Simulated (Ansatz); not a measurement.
# GaSi (quartet): one geometry, many settings at distance Si1–Ga2 = 5.430 Å

What do other methods and options give for GaSi (quartet) at this geometry, and how long do they take?

Program: Ansatz 0.2.0, Gaussian basis. Level of theory: the settings change from run to run. These are calculated values, not measurements.

23 further runs of the same task are left out: 2 for a known fault of the program, 18 that didn't finish, 3 set aside as unsound or not needed. Runs told in other sessions of the task aren't counted.

## 1. The system

The geometry derives from a PBE0/def2-TZVP stationary point (not a proven minimum). One bond is set to the value named and the two fragments are kept rigid. No spin-orbit coupling is included. The filled d shell of Ga may be among the frozen orbitals whatever the setting's name suggests.

2 atoms, charge 0, spin multiplicity 4.

Atoms are counted from 1 here; the program's logs count them from 0.

No contacts short enough for the rule that draws bonds.

## 2. CASCI(5,4)/cc-pVDZ

in.yaml

```yaml
crystal:
  periodic: [false, false, false]
  atoms:
    - {symbol: Si, position_ang: [0.000000, 0.000000, 0.000000]}
    - {symbol: Ga, position_ang: [0.000000, 0.000000, 5.430000]}
basis:
  gaussian: {orbitals: cc-pVDZ}
magnetization: {spin_polarized: false, initial_magnetization: 3}
correlation: {active_space: {window: {electrons: 5, orbitals: 4}, fixed_orbitals: true}}
scf: {lower_state_search: off}
```

Run with:

```console
ansatz run in.yaml --threads 1 --pin off --events-out ev --progress --plain --max-ram 2393MiB
```

Standard output:

```text
Functional definition: HF
  name "HF"
  cite "Fock, Z. Phys. 61, 126 (1930) doi:10.1007/BF01340294"
  parent pbe
  exchange = exact_x
  correlation = 0
these checks for a lower state are left out or cut short: stability, starts, cluster_reference, orbital_swaps, neighbouring_geometries, increment
509 factors; integrals over basis functions are off by at most 2.5e-4 eV
mean field evaluation 1: about -60190.1887 eV, gradient 7.5e0 eV
mean field evaluation 2: about -60190.1892 eV, gradient 7.5e0 eV
mean field evaluation 4: about -60190.2526 eV, gradient 6.3e0 eV
mean field evaluation 8: about -60190.2525 eV, gradient 6.3e0 eV
mean field evaluation 16: about -60192.6052 eV, gradient 2.1e-5 eV
mean field -60192.60521759 eV, -2212.0374417332 hartree, gradient 7.9e-6 eV, S^2 3.750000; 0 other end points of the search recorded, 0 dependent functions left out
reference -60192.60521759 eV, -2212.0374417332 hartree; 24, 21 occupied and 21, 24 virtual orbitals, 509 factors
state -60192.60521759 eV, -2212.0374417332 hartree
Total energy: -60192.60521759 eV, -2212.0374417332 hartree
Checks for a lower state left out: stability, starts, cluster_reference, orbital_swaps, neighbouring_geometries, increment
```

Run time: 0.51 s. Hardware: 1 thread of Arm Neoverse V1, shared host.

From the report: 2 determinants; active occupations 2.00, 1.00, 1.00, 1.00. With so small a space the active step adds no correlation: the energy is the mean field's.

## 3. CCSD on UHF/cc-pVDZ

in.yaml

```yaml
crystal:
  periodic: [false, false, false]
  atoms:
    - {symbol: Si, position_ang: [0.000000, 0.000000, 0.000000]}
    - {symbol: Ga, position_ang: [0.000000, 0.000000, 5.430000]}
basis:
  gaussian: {orbitals: cc-pVDZ}
magnetization: {spin_polarized: true, initial_magnetization: 3}
correlation: {method: ccsd, electrons: outside_noble_gas, diis_vectors: 4}
output: {forces: true}
```

Same command.

Standard output, cut to the lines that bear on the results:

```text
Functional definition: HF
  name "HF"
  cite "Fock, Z. Phys. 61, 126 (1930) doi:10.1007/BF01340294"
  parent pbe
[...]
509 factors; integrals over basis functions are off by at most 2.5e-4 eV
[...]
mean field -60192.77883464 eV, -2212.0438220420 hartree, gradient 5.7e-6 eV, S^2 3.770800; 32 other end points of the search recorded, 0 dependent functions left out
determinant -60192.77883464 eV, -2212.0438220420 hartree, with singles and doubles -60195.71290889 eV, -2212.1516472820 hartree
determinant -60192.75164143 eV, -2212.0428227100 hartree, with singles and doubles -60195.68370813 eV, -2212.1505741740 hartree
determinant -60192.74382438 eV, -2212.0425354386 hartree, with singles and doubles -60195.67580498 eV, -2212.1502837385 hartree
determinant -60192.72471466 eV, -2212.0418331697 hartree, with singles and doubles -60195.65727856 eV, -2212.1496029053 hartree
[...]
determinant -60192.72471466 eV, -2212.0418331697 hartree, with singles and doubles -60195.65809607 eV, -2212.1496329479 hartree
determinant -60192.70891171 eV, -2212.0412524218 hartree, with singles and doubles -60195.64584072 eV, -2212.1491825723 hartree
19 core orbitals not correlated: weight in the atoms' cores, before any rotation towards them, 1.000 or more for the frozen orbitals, at most 0.000 for the correlated occupied ones
reference -60192.77883464 eV, -2212.0438220420 hartree; 5, 2 occupied and 21, 24 virtual orbitals, 509 factors
second order -2.02113864 eV of doubles, -0.00000000 eV of singles
cycle   1  -2.93361357 eV  change   -1.7e-7 eV  update   4.4e-6
[...]
cycle  14  -2.93361452 eV  change   -4.3e-9 eV  update   1.4e-8
[...]
Total energy: -60195.71244915 eV, -2212.1516303870 hartree
Atom 0 at     0.000000     0.000000     0.000000 Å, force    -0.000000     0.000000     0.063891 eV/Å
Atom 1 at     0.000000     0.000000     5.430000 Å, force    -0.000000    -0.000000    -0.063891 eV/Å
Dipole moment:     0.000000     0.000000     0.102576 e Å
```

It took 25 s on 1 thread of Arm Neoverse V1, shared host.

From the report: ⟨S²⟩ of the determinant 3.771 (pure quartet: 3.75); correlation -2.9336 eV; T1 0.011; largest double amplitude 0.10.

## 4. HF (ROHF)/cc-pVDZ

in.yaml

```yaml
crystal:
  periodic: [false, false, false]
  atoms:
    - {symbol: Si, position_ang: [0.000000, 0.000000, 0.000000]}
    - {symbol: Ga, position_ang: [0.000000, 0.000000, 5.430000]}
basis:
  gaussian: {orbitals: cc-pVDZ}
magnetization: {spin_polarized: false, initial_magnetization: 3}
hamiltonian: {xc: hf}
output: {forces: true, orbitals: {seedname: orbitals}}
```

Same command.

Standard output, cut to the lines that bear on the results:

```text
Functional definition: HF
  name "HF"
  cite "Fock, Z. Phys. 61, 126 (1930) doi:10.1007/BF01340294"
  parent pbe
[...]
509 factors; integrals over basis functions are off by at most 2.5e-4 eV
[...]
mean field -60192.60521759 eV, -2212.0374417332 hartree, gradient 3.5e-6 eV, S^2 3.750000; 11 other end points of the search recorded, 0 dependent functions left out
[...]
reference -60192.60521759 eV, -2212.0374417332 hartree; 24, 21 occupied and 21, 24 virtual orbitals, 509 factors
Total energy: -60192.60521759 eV, -2212.0374417332 hartree
Atom 0 at     0.000000     0.000000     0.000000 Å, force     0.000000    -0.000000     0.055856 eV/Å
Atom 1 at     0.000000     0.000000     5.430000 Å, force     0.000000     0.000000    -0.055856 eV/Å
Dipole moment:     0.000000    -0.000000     0.100913 e Å
```

It took 3.9 s on 1 thread of Arm Neoverse V1, shared host.

## 5. CASSCF(5,7)/6-31G*

in.yaml

```yaml
crystal:
  periodic: [false, false, false]
  atoms:
    - {symbol: Si, position_ang: [0.000000, 0.000000, 0.000000]}
    - {symbol: Ga, position_ang: [0.000000, 0.000000, 5.430000]}
basis:
  gaussian: {orbitals: "6-31G*", point_charges: [{charge: -0.50, position_ang: [3.995, 0.156, 0.609]}]}
magnetization: {spin_polarized: false, initial_magnetization: 3}
correlation: {active_space: {window: {electrons: 5, orbitals: 7}, states: [{multiplicity: 4, weights: [1, 1, 1]}]}}
```

The command is unchanged.

Standard output, cut to the lines that bear on the results:

```text
Functional definition: HF
  name "HF"
  cite "Fock, Z. Phys. 61, 126 (1930) doi:10.1007/BF01340294"
  parent pbe
[...]
770 factors; integrals over basis functions are off by at most 8.8e-8 eV
[...]
mean field -60185.53731825 eV, -2211.7777012232 hartree, gradient 3.2e-6 eV, S^2 3.750000; 17 other end points of the search recorded, 0 dependent functions left out
reference -60185.53731825 eV, -2211.7777012232 hartree; 24, 21 occupied and 30, 33 virtual orbitals, 770 factors
state -60186.09236148 eV, -2211.7980986856 hartree
state -60186.03932253 eV, -2211.7961495402 hartree
state -60186.00585157 eV, -2211.7949195052 hartree
Total energy: -60186.04584519 eV, -2211.7963892436 hartree
```

Run time: 30 s. Hardware: 1 thread of Arm Neoverse V1, shared host.

From the report: 245 determinants; active occupations (of the averaged states) 1.93, 1.00, 1.00, 0.35, 0.35, 0.35, 0.00.

## 6. All runs side by side

Where basis and cores are those of an earlier FCI/cc-pVDZ run (-60195.7855 eV), and the records show the same count of frozen orbitals and kind of state, the miss against it is given; a blank cell means that this couldn't be shown.

```csv
level,correlated,functions,energy (eV),from FCI (meV),time
"CASCI(5,4)/cc-pVDZ",,45,-60192.6052,3180.3,0.51 s
CCSD on UHF/cc-pVDZ,outside noble gas,45,-60195.7124,73.0,25 s
HF (ROHF)/cc-pVDZ,,45,-60192.6052,3180.3,3.9 s
"CASSCF(5,7)/6-31G* (mean of several states, beside a point charge)",,54,-60186.0458,,30 s
```

## 7. Summary of results

| quantity | value |
| --- | --- |
| runs | 4 |
| quickest | CASCI(5,4)/cc-pVDZ, 0.51 s |
| slowest | CASSCF(5,7)/6-31G* (mean of several states, beside a point charge), 30 s |

In words: Total energies in different bases, with other cores or another treatment of relativity can't be set against each other. «valence» and «outside noble gas» are the program's key words; the logs give how many orbitals each freezes, and for Ga to Kr the 3d shell needn't follow the word's plain sense. CASSCF(5,7)/6-31G* (mean of several states, beside a point charge) took 58 times as long as CASCI(5,4)/cc-pVDZ; the jobs differ in more than the method. Hartree-Fock, CASSCF and CASCI lack dynamic correlation by design.
